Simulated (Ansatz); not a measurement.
# C₈H₁₈F₂Sn: up Jacob's ladder to CCSD(T)

An exercise on one series of results from a longer session: the logs are not shown, and one member is left open.

The runs use Ansatz 0.2.0, Gaussian basis; functionals in def2-TZVPP, the program's frozen cores in correlated methods.

Levels to be run: LDA (SPW92), PBE-D4, revPBE-D4, BLYP-D4, r2SCAN-D4, B97M-V, PBE0-D4, B3LYP-D4, r2SCANh-D4, r2SCAN0-D4, HSE06-D4, BHLYP-D4, CAM-B3LYP-D4, LC-ωPBE, ωB97X-V, ωB97M-V, B2PLYP, PBE-QIDH; CCSD(T)/def2-SVP; CCSD(T)/def2-TZVPP; MP2/def2-QZVPP; extrapolation to the limit; RPA on PBE.

## The geometry

An earlier PBE0-D4 in a triple-zeta def2 set relaxation fixed the geometry. Sn takes the def2 core potential; no spin-orbit term is included.

SMILES `C[C](C)(C)[Sn]([F])([F])[C](C)(C)C`, 29 atoms, charge 0, spin multiplicity 1.

Atoms are counted from 1 here; the program's logs count them from 0.

Bond lengths: C1–C2 1.522 Å, C1–H12 1.098 Å, C1–H13 1.094 Å, C1–H14 1.093 Å, C2–C3 1.522 Å, C2–C4 1.522 Å, C2–Sn5 2.164 Å, C3–H15 1.094 Å, C3–H16 1.093 Å, C3–H17 1.098 Å, C4–H18 1.092 Å, C4–H19 1.098 Å, C4–H20 1.092 Å, Sn5–F6 1.936 Å, Sn5–F7 1.936 Å, Sn5–C8 2.164 Å, C8–C9 1.522 Å, C8–C10 1.522 Å and more. Angles: C2–C1–H12 109.4°, C2–C1–H13 112.3°, C2–C1–H14 112.0°, H12–C1–H13 107.2°, H12–C1–H14 107.5°, H13–C1–H14 108.3°, C1–C2–C3 111.1°, C1–C2–C4 110.7°, C1–C2–Sn5 108.8°, C3–C2–C4 110.7°, C3–C2–Sn5 108.9°, C4–C2–Sn5 106.4°, C2–C3–H15 112.3°, C2–C3–H16 112.0°, C2–C3–H17 109.4°, H15–C3–H16 108.3°, H15–C3–H17 107.2°, H16–C3–H17 107.4° and more.

The first run:

in.yaml

```yaml
crystal:
  periodic: [false, false, false]
  atoms:
    - {symbol: C, position_ang: [-1.826168, -1.862426, -0.366352]}
    - {symbol: C, position_ang: [-1.946833, -0.363939, -0.127642]}
    - {symbol: C, position_ang: [-2.260829, -0.066023, 1.331638]}
    - {symbol: C, position_ang: [-3.001798, 0.244289, -1.041240]}
    - {symbol: Sn, position_ang: [-0.070098, 0.578928, -0.647932]}
    - {symbol: F, position_ang: [-0.431180, 2.478189, -0.538428]}
    - {symbol: F, position_ang: [0.104298, 0.287166, -2.554215]}
    - {symbol: C, position_ang: [1.940730, 0.367369, 0.122569]}
    - {symbol: C, position_ang: [1.947327, 0.766703, 1.591405]}
    - {symbol: C, position_ang: [2.816028, 1.306680, -0.695437]}
    - {symbol: C, position_ang: [2.388127, -1.076795, -0.053676]}
    - {symbol: H, position_ang: [-2.788199, -2.345158, -0.151175]}
    - {symbol: H, position_ang: [-1.078559, -2.327399, 0.282886]}
    - {symbol: H, position_ang: [-1.569066, -2.091775, -1.403466]}
    - {symbol: H, position_ang: [-1.521230, -0.498031, 2.012072]}
    - {symbol: H, position_ang: [-2.319387, 1.007754, 1.526566]}
    - {symbol: H, position_ang: [-3.234391, -0.501052, 1.591887]}
    - {symbol: H, position_ang: [-2.784438, 0.056998, -2.095376]}
    - {symbol: H, position_ang: [-3.977996, -0.204557, -0.815547]}
    - {symbol: H, position_ang: [-3.089924, 1.323840, -0.899011]}
    - {symbol: H, position_ang: [2.972024, 0.709797, 1.980744]}
    - {symbol: H, position_ang: [1.597417, 1.791592, 1.737969]}
    - {symbol: H, position_ang: [1.330875, 0.103137, 2.204842]}
    - {symbol: H, position_ang: [2.809090, 1.048461, -1.756898]}
    - {symbol: H, position_ang: [3.852427, 1.236728, -0.339979]}
    - {symbol: H, position_ang: [2.499298, 2.347583, -0.596798]}
    - {symbol: H, position_ang: [3.424448, -1.182854, 0.292159]}
    - {symbol: H, position_ang: [1.779589, -1.774128, 0.529444]}
    - {symbol: H, position_ang: [2.358717, -1.389374, -1.100507]}
basis:
  gaussian: {orbitals: def2-TZVPP}
hamiltonian: {xc: lda}
output: {orbitals: {seedname: orbitals}}
```

Launch:

```
> ansatz run in.yaml --threads 11 --pin off --events-out ev --progress --plain --max-ram 174080MiB --backend cuda --devices 0, --max-vram 75GiB
```

Among the steps run: LDA; PBE-D4 (GGA); revPBE-D4 (GGA); BLYP-D4 (GGA); r2SCAN-D4 (meta-GGA); B97M-V (meta-GGA); PBE0-D4 (hybrid); B3LYP-D4 (hybrid); r2SCANh-D4 (hybrid); r2SCAN0-D4 (hybrid); HSE06-D4 (hybrid); BHLYP-D4 (hybrid); CAM-B3LYP-D4 (range-separated); LC-ωPBE (range-separated); ωB97X-V (range-separated); ωB97M-V (range-separated); B2PLYP (double hybrid); PBE-QIDH (double hybrid).

One of the session's tables, all rows but one given; the rest of the session is left out.

It belongs to the step «Frontier levels by functional». 

| functional | HOMO (eV) | gap (eV) |
| --- | --- | --- |
| LDA (SPW92) | -6.23 | 4.39 |
| PBE-D4 | -6.09 | 4.56 |
| revPBE-D4 | -6.03 | 4.64 |
| BLYP-D4 | -5.98 | 4.51 |
| r2SCAN-D4 | -6.28 | 4.99 |
| B97M-V | -6.38 | 4.96 |
| PBE0-D4 | -7.19 | 6.58 |
| B3LYP-D4 | -7.02 | 6.11 |
| r2SCANh-D4 | -6.69 | 5.73 |
| r2SCAN0-D4 | ? | ? |
| HSE06-D4 | -6.80 | 5.82 |
| BHLYP-D4 | -8.22 | 8.52 |
| CAM-B3LYP-D4 | -8.44 | 8.79 |
| LC-ωPBE | -9.66 | 11.27 |
| ωB97X-V | -9.35 | 10.76 |
| ωB97M-V | -9.24 | 10.42 |

Q: Estimate the row for r2SCAN0-D4 from the others.

Worked estimate for «HOMO (eV)». Against the share of exact exchange, r2SCAN-D4 (0, -6.28), r2SCANh-D4 (0.1, -6.69) give a slope of -4.10 per unit share; at 0.25 the line stands at -7.30.

The run gave: HOMO (eV): -7.31; gap (eV): 6.84. In «HOMO (eV)» the line misses by +0.01.
